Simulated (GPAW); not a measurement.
# GaF (F-43m) in GPAW: convergence with basis set

Aim: find how far basis set must go before the results for GaF settle, at PBE. This setting moves, with any that are tied to it; all else stays.

Program: GPAW 26.7.0. These are calculated values, not measurements. Logs are shortened: lines on timing, memory, paths and dates and some standing lists are left out, and cuts for length are marked. The log counts tension as positive stress, the text compression.

## Step 1: Starting point

It takes space group F-43m (No. 216, cubic). The conventional cell has a = 5.692 Å, b = 5.692 Å, c = 5.692 Å, α = 90.00°, β = 90.00°, γ = 90.00°. Around Ga (site symmetry -43m) lie 4 F at 2.46 Å. F (site symmetry -43m) is surrounded by 4 Ga at 2.46 Å.

The cell was built by a generator and needn't be a form met in nature.

## Step 2: With basis set lcao:sz(dzp)

run.py reads:

```python
from ase.dft.bandgap import bandgap
from ase.io import read, write
from gpaw import GPAW

atoms = read('GaF.xyz')

calc = GPAW(mode='lcao',
            h=0.16,
            basis='sz(dzp)',
            xc='PBE',
            kpts={'size': (8, 8, 8), 'gamma': True},
            occupations={'name': 'fermi-dirac', 'width': 0.05},
            convergence={'density': 1e-05, 'energy': 1e-05},
            maxiter=100,
            txt='gpaw.txt')
atoms.calc = calc
energy = atoms.get_potential_energy()
forces = atoms.get_forces()
calc.write('gs.gpw')
write('result.traj', atoms)
print(f'Energy: {energy:.6f} eV')
print('Forces (eV/A):')
print(forces.round(4))
print('Fermi level:', round(calc.get_fermi_level(), 4), 'eV')
print(f'Gap: {bandgap(calc)[0]:.4f} eV, direct: {bandgap(calc, direct=True)[0]:.4f} eV')
```

GaF.xyz reads:

```xyz
2
Lattice="0.0000000000 2.8462400000 2.8462400000 2.8462400000 0.0000000000 2.8462400000 2.8462400000 2.8462400000 0.0000000000" Properties=species:S:1:pos:R:3 pbc="T T T"
Ga     1.4231200000      1.4231200000      1.4231200000
F      0.0000000000      0.0000000000      0.0000000000
```

Potentials or basis: GPAW PAW data sets (gpaw-data 1.2.1), lcao:sz(dzp).

Started as:

```
$ OMP_NUM_THREADS=1 python run.py
```

gpaw.txt:

```text
__  _  _
 | _ |_)|_||  |
 |__||  | ||/\| - 26.7.0

Input parameters:
  mode=LCAO(),
  basis={'default': 'sz(dzp)'},
  convergence={'density': 1e-05, 'energy': 1e-05},
  h=0.16,
  kpts=MonkhorstPack(size=(8, 8, 8), gamma=True),
  maxiter=100,
  occupations=Occupations(name='fermi-dirac', width=0.05),
  xc=XC(name='PBE')

           Ga

       F

Atoms  # Å, Bohr magnetons
|   | symbol |        x |        y |        z |    initial magnetic moments |
|---|--------|----------|----------|----------|-----------------------------|
| 0 |     Ga | 1.423120 | 1.423120 | 1.423120 | ( 0.0000,  0.0000,  0.0000) |
| 1 |      F | 0.000000 | 0.000000 | 0.000000 | ( 0.0000,  0.0000,  0.0000) |

Unit cell  # Å
| periodic |        x |        y |        z |  lengths |    angles |
|----------|----------|----------|----------|----------|-----------|
|      yes | 0.000000 | 2.846240 | 2.846240 | 4.025191 | 60.000000 |
|      yes | 2.846240 | 0.000000 | 2.846240 | 4.025191 | 60.000000 |
|      yes | 2.846240 | 2.846240 | 0.000000 | 4.025191 | 60.000000 |

Number of symmetries: 24
Symmetry operations  # r_c * U_cc + t_c -> r_c
|    | kind |            matrix            |
|----|------|------------------------------|
|  0 |  E   |  1, 0, 0,  0, 1, 0,  0, 0, 1 |
|  1 |  σ   |  1, 0, 0,  0, 0, 1,  0, 1, 0 |
|  2 |  σ   |  1, 0,-1,  0, 1,-1,  0, 0,-1 |
|  3 |  C3  |  1, 0,-1,  0, 0,-1,  0, 1,-1 |
|  4 |  C3  |  1,-1, 0,  0,-1, 1,  0,-1, 0 |
|  5 |  σ   |  1,-1, 0,  0,-1, 0,  0,-1, 1 |
|  6 |  σ   |  0, 1, 0,  1, 0, 0,  0, 0, 1 |
|  7 |  C3  |  0, 1, 0,  0, 0, 1,  1, 0, 0 |
|  8 |  C2  |  0, 1,-1,  1, 0,-1,  0, 0,-1 |
|  9 |  S4  |  0, 1,-1,  0, 0,-1,  1, 0,-1 |
| 10 |  C3  |  0, 0, 1,  1, 0, 0,  0, 1, 0 |
| 11 |  σ   |  0, 0, 1,  0, 1, 0,  1, 0, 0 |
| 12 |  S4  |  0, 0,-1,  1, 0,-1,  0, 1,-1 |
| 13 |  C3  |  0, 0,-1,  0, 1,-1,  1, 0,-1 |
| 14 |  S4  |  0,-1, 1,  1,-1, 0,  0,-1, 0 |
| 15 |  C2  |  0,-1, 1,  0,-1, 0,  1,-1, 0 |
| 16 |  C3  |  0,-1, 0,  1,-1, 0,  0,-1, 1 |
| 17 |  S4  |  0,-1, 0,  0,-1, 1,  1,-1, 0 |
| 18 |  S4  | -1, 1, 0, -1, 0, 1, -1, 0, 0 |
| 19 |  C3  | -1, 1, 0, -1, 0, 0, -1, 0, 1 |
| 20 |  C3  | -1, 0, 1, -1, 1, 0, -1, 0, 0 |
| 21 |  S4  | -1, 0, 1, -1, 0, 0, -1, 1, 0 |
| 22 |  σ   | -1, 0, 0, -1, 1, 0, -1, 0, 1 |
| 23 |  C2  | -1, 0, 0, -1, 0, 1, -1, 1, 0 |

BZ-sampling:
  Number of BZ points: 512
  Number of IBZ points: 29

  Monkhorst-Pack size: [8, 8, 8]
  Monkhorst-Pack shift: [0.0625, 0.0625, 0.0625]

K-points  # in reciprocal-cell coordinates
|     |                                coordinates |     weight |
|-----|--------------------------------------------|------------|
|   0 | (  0.00000000,   0.00000000,   0.00000000) | 0.00195312 |
|   1 | (  0.12500000,   0.12500000,   0.00000000) | 0.01171875 |
|   2 | (  0.12500000,   0.12500000,   0.12500000) | 0.01562500 |
|   3 | (  0.25000000,   0.12500000,   0.12500000) | 0.02343750 |
|   4 | (  0.25000000,   0.25000000,   0.00000000) | 0.01171875 |
|   5 | (  0.25000000,   0.25000000,   0.12500000) | 0.04687500 |
|   6 | (  0.25000000,   0.25000000,   0.25000000) | 0.01562500 |
|   7 | (  0.37500000,   0.25000000,  -0.37500000) | 0.04687500 |
|   8 | (  0.37500000,   0.25000000,   0.12500000) | 0.04687500 |
|   9 | (  0.37500000,   0.25000000,   0.25000000) | 0.04687500 |
| ... |                                            |            |
|  28 | (  0.50000000,   0.50000000,   0.50000000) | 0.00781250 |

basis functions: 8
Spin-components: 1 (collinear spins)
Bands:           8
Projectors:      10
Spin-degeneracy: 2
Datatype:        <class 'complex'>

Parallelization:
  kpt:    1
  domain: 1
  band:   1

Density:
  Valence electrons: 10.0
  Components: 1
  Grid points: [20 20 20]
  Charge: 0.0  # |e|

Potential:
  Grid points: [20 20 20]

species:
  Ga:
    name:    Gallium
    Z:       31.0
    valence: 3
    core:    28
    charge:  0.0  # [|e|]
    compensation charges:
      type: gauss
      rc: 0.37  # [Å]
      lmax: 2
    cutoffs:
      filter: 2.06  # [Å]
      core: 4.17  # [Å]
    projectors
    | kind |    occ | energy [eV] | rcut [Å] |
[... 124 lines left out ...]
  Number of IBZ points: 29

  Monkhorst-Pack size: [8, 8, 8]
  Monkhorst-Pack shift: [0.0625, 0.0625, 0.0625]

K-points  # in reciprocal-cell coordinates
|     |                                coordinates |     weight |
|-----|--------------------------------------------|------------|
|   0 | (  0.00000000,   0.00000000,   0.00000000) | 0.00195312 |
|   1 | (  0.12500000,   0.12500000,   0.00000000) | 0.01171875 |
|   2 | (  0.12500000,   0.12500000,   0.12500000) | 0.01562500 |
|   3 | (  0.25000000,   0.12500000,   0.12500000) | 0.02343750 |
|   4 | (  0.25000000,   0.25000000,   0.00000000) | 0.01171875 |
|   5 | (  0.25000000,   0.25000000,   0.12500000) | 0.04687500 |
|   6 | (  0.25000000,   0.25000000,   0.25000000) | 0.01562500 |
|   7 | (  0.37500000,   0.25000000,  -0.37500000) | 0.04687500 |
|   8 | (  0.37500000,   0.25000000,   0.12500000) | 0.04687500 |
|   9 | (  0.37500000,   0.25000000,   0.25000000) | 0.04687500 |
| ... |                                            |            |
|  28 | (  0.50000000,   0.50000000,   0.50000000) | 0.00781250 |

basis functions: 8
Spin-components: 1 (collinear spins)
Bands:           8
Projectors:      10
Spin-degeneracy: 2
Datatype:        <class 'complex'>

Parallelization:
  kpt:    1
  domain: 1
  band:   1

Density:
  Valence electrons: 10.0
  Components: 1
  Grid points: [20 20 20]
  Charge: 0.0  # |e|

Potential:
  Grid points: [20 20 20]

species:
  Ga:
    name:    Gallium
    Z:       31.0
    valence: 3
    core:    28
    charge:  0.0  # [|e|]
    compensation charges:
      type: gauss
      rc: 0.37  # [Å]
      lmax: 2
    cutoffs:
      filter: 2.06  # [Å]
      core: 4.17  # [Å]
    projectors
    | kind |    occ | energy [eV] | rcut [Å] |
    |------|--------|-------------|----------|
    |   4s |  2.000 |      -8.945 |    1.164 |
    |   4p |  1.000 |      -2.580 |    1.164 |
    |    s |        |      18.266 |    1.164 |
    |    p |        |      24.631 |    1.164 |
    |    d |        |       0.000 |    1.164 |

    LCAO basis set for Ga:
      Name: sz(dzp)
      File: <dir>
      Number of radial functions: 2
      Number of spherical harmonics: 4
        l=0, rc=7.2656 Bohr: 4s-sz confined orbital
        l=1, rc=10.3438 Bohr: 4p-sz confined orbital
      Number of RI-basis functions 0

  F:
    name:    Fluorine
    Z:       9.0
    valence: 7
    core:    2
    charge:  0.0  # [|e|]
    compensation charges:
      type: gauss
      rc: 0.20  # [Å]
      lmax: 2
    cutoffs:
      filter: 1.14  # [Å]
      core: 0.74  # [Å]
    projectors
    | kind |    occ | energy [eV] | rcut [Å] |
    |------|--------|-------------|----------|
    |   2s |  2.000 |     -29.898 |    0.635 |
    |   2p |  5.000 |     -11.110 |    0.635 |
    |    s |        |      -2.687 |    0.635 |
    |    p |        |      16.102 |    0.635 |
    |    d |        |       0.000 |    0.635 |

    LCAO basis set for F:
      Name: sz(dzp)
      File: <dir>
      Number of radial functions: 2
      Number of spherical harmonics: 4
        l=0, rc=3.8594 Bohr: 2s-sz confined orbital
        l=1, rc=4.8750 Bohr: 2p-sz confined orbital
      Number of RI-basis functions 0

Reference energy: -55598.752314  # eV

eigensolver:
  <gpaw.new.lcao.eigensolver.LCAOEigensolver object>
density mixing:
  MSR1-Mixer
  Pratt-step length: 0.05
  Maximum mixing coefficient: 0.75
  Old densities: 10
  SVD Regularization: 0.005
  Good broyden scale: 1.0
  Trust region scale: 1.0
  Backstep threshold: 4.0
  History deletion threshold: 6.0
  Fourier metric: weight=20.0, sigma=0.015

occupation numbers:
  Fermi-Dirac:
    width: 0.0500  # eV

FastPoissonSolver using
    Stencil: 12*3+1=37 point O(h^6) finite-difference Laplacian
    FFT axes: [np.int64(0), np.int64(1), np.int64(2)]
    FST axes: []

xc functional:
  name: PBE with 2 nearest neighbor stencil
interpolation: tri-quintic # 5. degree polynomial

convergence criteria:
- Maximum integral of absolute [dens]ity change: 1e-05 electrons / valence electron
- Maximum [total energy] change in last 3 cyles: 1e-05 eV / valence electron
- Maximum integral of absolute [eigenst]ate change: 4e-08 eV^2 / valence electron
maximum number of iterations: 100

SCF iterations
|iter     | |      energy | eigst |  dens |
|---------|-|-------------|-------|-------|
|iter:   1| |   -7.565772 |      c|       |
|iter:   2| |   -7.304748 |      c| -0.93 |
|iter:   3| |   -6.499397 |      c| -0.97 |
|iter:   4| |   -6.454685 |      c| -1.55 |
|iter:   5| |   -6.460218 |      c| -1.93 |
|iter:   6| |   -6.452409 |      c| -1.95 |
|iter:   7| |   -6.452326 |      c| -2.95 |
|iter:   8| |   -6.452326c|      c| -4.02 |
|iter:   9| |   -6.452326c|      c| -4.64 |
|iter:  10| |   -6.452326c|      c| -5.67c|

Converged in 10 steps
Energy contributions relative to reference atoms: (reference = -55598.752314)

Energy contributions:
  Kinetic:          23.062728
  Coulomb:         -21.575845
  Zero:              0.421728
  External:          0.000000
  Xc:               -8.360936
  Entropy:          -0.000000
  Spinorbit:         0.000000
  ----------------------------
  Free energy:      -6.452326
  Extrapolated:     -6.452326

dipole moment: (-20.197467, -20.197467, -20.197467)  # |e|*Ang

Fermi level: 2.294
Eigenvalues  # (at kpt = [0.000, 0.000, 0.000])
| band index |      eig [eV] | occ [0-2] |
|------------|---------------|-----------|
|          0 |       -20.474 |     2.000 |
|          1 |        -3.420 |     2.000 |
|          2 |        -1.787 |     2.000 |
|          3 |        -1.787 |     2.000 |
|          4 |        -1.779 |     2.000 |
|          5 |         7.092 |     0.000 |
|          6 |         7.092 |     0.000 |
|          7 |         7.092 |     0.000 |

Gap: 2.128 eV
Transition (v -> c):
  (s=0, k=24, n=4, [0.50, 0.50, 0.00]) -> (s=0, k=24, n=5, [0.50, 0.50, 0.00])
No difference between direct/indirect transitions

Forces  # eV/Ang
|        x |        y |        z |
|----------|----------|----------|
|  0.00000 | -0.00000 |  0.00000 |  # Ga   0
| -0.00000 | -0.00000 | -0.00000 |  # F    1

# Writing to gs.gpw (mode='')
```

Wall time 14 s (1 thread of Arm Neoverse V1, shared host); peak memory 0.15 GiB.

What came out:

| Property | Result |
| --- | --- |
| Free energy | -6.4523 eV |
| Band gap on the k mesh | 2.13 eV, direct |

## Step 3: With basis set lcao:szp(dzp)

Changes to run.py since step 2:

```diff
@@ -8,3 +8,3 @@
             h=0.16,
-            basis='sz(dzp)',
+            basis='szp(dzp)',
             xc='PBE',
```

GaF.xyz is that of step 2.

Potentials or basis: GPAW PAW data sets (gpaw-data 1.2.1), lcao:szp(dzp).

Started as:

```
$ OMP_NUM_THREADS=1 python run.py
```

It took 50 s on 1 thread of Arm Neoverse V1, shared host; peak memory 0.16 GiB.

What came out:

- Free energy: -6.7463 eV
- Band gap on the k mesh: 2.06 eV, indirect (least direct gap 2.07 eV)

## Step 4: With basis set lcao:dz(dzp)

Changes to run.py since step 3:

```diff
@@ -8,3 +8,3 @@
             h=0.16,
-            basis='szp(dzp)',
+            basis='dz(dzp)',
             xc='PBE',
```

GaF.xyz is that of step 3.

Potentials or basis: GPAW PAW data sets (gpaw-data 1.2.1), lcao:dz(dzp).

Started as:

```
$ OMP_NUM_THREADS=1 python run.py
```

Run time: 17 s. Hardware: 1 thread of Arm Neoverse V1, shared host; peak memory 0.15 GiB.

What came out:

```
Free energy            : -7.0354 eV
Band gap on the k mesh : 2.45 eV, direct
```

## Step 5: With basis set lcao:dzp

Changes to run.py since step 4:

```diff
@@ -8,3 +8,3 @@
             h=0.16,
-            basis='dz(dzp)',
+            basis='dzp',
             xc='PBE',
```

GaF.xyz is that of step 4.

Potentials or basis: GPAW PAW data sets (gpaw-data 1.2.1), lcao:dzp.

Started as:

```
$ OMP_NUM_THREADS=1 python run.py
```

It took 55 s on 1 thread of Arm Neoverse V1, shared host; peak memory 0.17 GiB.

Results (log left out):

```
Free energy            : -7.1159 eV
Band gap on the k mesh : 2.31 eV, direct
```

## Step 6: With basis set fd

Changes to run.py since step 5:

```diff
@@ -6,5 +6,4 @@
 
-calc = GPAW(mode='lcao',
+calc = GPAW(mode='fd',
             h=0.16,
-            basis='dzp',
             xc='PBE',
@@ -12,2 +11,3 @@
             occupations={'name': 'fermi-dirac', 'width': 0.05},
+            nbands=13,
             convergence={'density': 1e-05, 'energy': 1e-05},
```

GaF.xyz is that of step 5.

Potentials or basis: GPAW PAW data sets (gpaw-data 1.2.1), fd.

Started as:

```
$ OMP_NUM_THREADS=1 python run.py
```

Run time: 25 s. Hardware: 1 thread of Arm Neoverse V1, shared host; peak memory 0.21 GiB.

The run converged. Its results:

* Free energy: -7.8229 eV
* Band gap on the k mesh: 2.26 eV, indirect (least direct gap 2.28 eV)

## Step 7: With basis set pw

Changes to run.py since step 6:

```diff
@@ -2,3 +2,4 @@
 from ase.io import read, write
-from gpaw import GPAW
+from ase.units import GPa
+from gpaw import GPAW, PW
 
@@ -6,4 +7,3 @@
 
-calc = GPAW(mode='fd',
-            h=0.16,
+calc = GPAW(mode=PW(800),
             xc='PBE',
@@ -18,2 +18,3 @@
 forces = atoms.get_forces()
+stress = atoms.get_stress()
 calc.write('gs.gpw')
@@ -23,2 +24,3 @@
 print(forces.round(4))
+print('Stress (GPa):', (stress / GPa).round(3))
 print('Fermi level:', round(calc.get_fermi_level(), 4), 'eV')
```

GaF.xyz is that of step 6.

Potentials or basis: GPAW PAW data sets (gpaw-data 1.2.1), pw.

Started as:

```
$ OMP_NUM_THREADS=1 python run.py
```

Wall time 22 s (1 thread of Arm Neoverse V1, shared host); peak memory 0.17 GiB.

It converged, with:

```yaml
Free_energy: -7.5368 eV
Pressure: -1.1 GPa
Band_gap_on_the_k_mesh: 2.26 eV, indirect (least direct gap 2.27 eV)
```

## Step 8: The series at a glance

| basis set | energy less the tightest run, at zero smearing (meV/atom) | gap on the mesh (eV) | SCF cycles | CPU time (s) | peak memory (GiB) |
| --- | --- | --- | --- | --- | --- |
| lcao:sz(dzp) | 542.23 | 2.128 | 10 | 14 | 0.15 |
| lcao:szp(dzp) | 395.23 | 2.058 | 10 | 50 | 0.16 |
| lcao:dz(dzp) | 250.70 | 2.447 | 9 | 17 | 0.15 |
| lcao:dzp | 210.47 | 2.310 | 9 | 55 | 0.17 |
| fd | -143.08 | 2.265 | 11 | 25 | 0.21 |
| pw | 0.00 | 2.260 | 11 | 22 | 0.17 |

Against the tightest run, the gap on the mesh stays within 0.01 eV from fd on. Not settled before the last step: the energy (to 1 meV/atom). The tightest run that finished is the yardstick and may itself not be fully converged.
